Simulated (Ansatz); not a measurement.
# AlH3O3: the cost of one run

Method: RKS B3LYP-D4/6-31G, in Ansatz 0.2.0.

## Step 1: The starting structure

Bond lengths: Al1–O2 1.780 Å, O2–H3 1.010 Å, Al1–O4 1.780 Å, O4–H5 1.010 Å, Al1–O6 1.780 Å, O6–H7 1.010 Å. Angles: Al1–O2–H3 109.5°, O2–Al1–O4 120.0°, O2–Al1–O6 120.0°, O4–Al1–O6 120.0°, Al1–O4–H5 109.5°, Al1–O6–H7 109.5°.

Coordinates:

```xyz
7

Al    0.0000    0.0000    0.0000
O     0.0000    0.0000    1.7800
H    -0.9095   -0.2814    2.1171
O     1.5415    0.0000   -0.8900
H     1.8414   -0.9519   -1.0449
O    -1.5415    0.0000   -0.8900
H    -2.0512   -0.8467   -0.6815
```

## Step 2: Relaxing the start

input.yaml reads:

```yaml
crystal:
  periodic: [false, false, false]
  atoms:
    - { symbol: Al, position_ang: [0.0, 0.0, 0.0] }
    - { symbol: O, position_ang: [0.0, 0.0, 1.78] }
    - { symbol: H, position_ang: [-0.9095, -0.2814, 2.1171] }
    - { symbol: O, position_ang: [1.5415, 0.0, -0.89] }
    - { symbol: H, position_ang: [1.8414, -0.9519, -1.0449] }
    - { symbol: O, position_ang: [-1.5415, 0.0, -0.89] }
    - { symbol: H, position_ang: [-2.0512, -0.8467, -0.6815] }
basis:
  gaussian: { orbitals: "6-31G" }
hamiltonian:
  xc: b3lyp
  dispersion: d4
relax:
  f_tol: 0.02
  max_steps: 40
```

Run with:

```sh
$ ansatz run input.yaml --threads 1 --pin off --max-ram 2048MiB --backend cpu --events-out ev --progress --plain --runs-dir out
```

What time and memory should one allow on 1 thread of Arm Neoverse V1, shared host?

About 22 s, with a peak of 0.11 GiB.
